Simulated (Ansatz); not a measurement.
# CuCl2: the cost of one run

Program: Ansatz 0.2.0. Level of theory: DFT LDA without U, plane waves, PAW. These are calculated values, not measurements.

### 1 The starting structure

It takes space group Fm-3m (No. 225, cubic). The conventional cell has a = 6.088 Å, b = 6.088 Å, c = 6.088 Å, α = 90.00°, β = 90.00°, γ = 90.00°. Cu (site symmetry m-3m) has 8 Cl at 2.64 Å in its first shell of neighbours. Cl (site symmetry -43m) is surrounded by 4 Cu at 2.64 Å.

Structure file:

```xyz
3
Lattice="0.0000 3.0439 3.0439 3.0439 0.0000 3.0439 3.0439 3.0439 0.0000" Properties=species:S:1:pos:R:3 pbc="T T T"
Cu    0.0000    0.0000    0.0000
Cl    1.5219    1.5219    1.5219
Cl    4.5658    4.5658    4.5658
```

An earlier series on this cell reached its lowest free state from «ferromagnetic start, free, symmetry kept, no search», perhaps among other starts (it ended with site moments under 0.05 μB).

### 2 Total moment held at first, then free, 0.50 μB per cell

File input.yaml:

```yaml
crystal:
  lattice:
    - [0.0, 3.04388664, 3.04388664]
    - [3.04388664, 0.0, 3.04388664]
    - [3.04388664, 3.04388664, 0.0]
  atoms:
    - { symbol: Cu, position: [0.0, 0.0, 0.0], spin: 0.5 }
    - { symbol: Cl, position: [0.25, 0.25, 0.25] }
    - { symbol: Cl, position: [0.75, 0.75, 0.75] }
basis:
  ecutwfc: 420
  ecutrho_ratio: 4
kpoints:
  mp_grid: { grid: [5, 5, 5] }
hamiltonian:
  xc: lda
scf:
  occupations: { method: gaussian, width: 0.05 }
  lower_state_search: "off"
  max_iter: 150
output:
  forces: true
  stress: true
  eigenvalues: true
  populations: true
  hubbard: { sites: [{ site: 0, l: d }] }
magnetization:
  spin_polarized: true
  initial_magnetization: 0.5
  spin_locking: { lock_magnetization: soft, n_iters: 6 }
```

The lock is temporary (n_iters 6) and is released on the way.

Command:

```console
ansatz run input.yaml --threads 2 --pin off --max-ram 3072MiB --backend cpu --events-out ev --progress --plain --runs-dir out
```

Q: Estimate wall time and peak memory on 2 threads of Intel Xeon Platinum 8488C (Sapphire Rapids), shared host.

About 1.9 s, with a peak of 0.33 GiB.
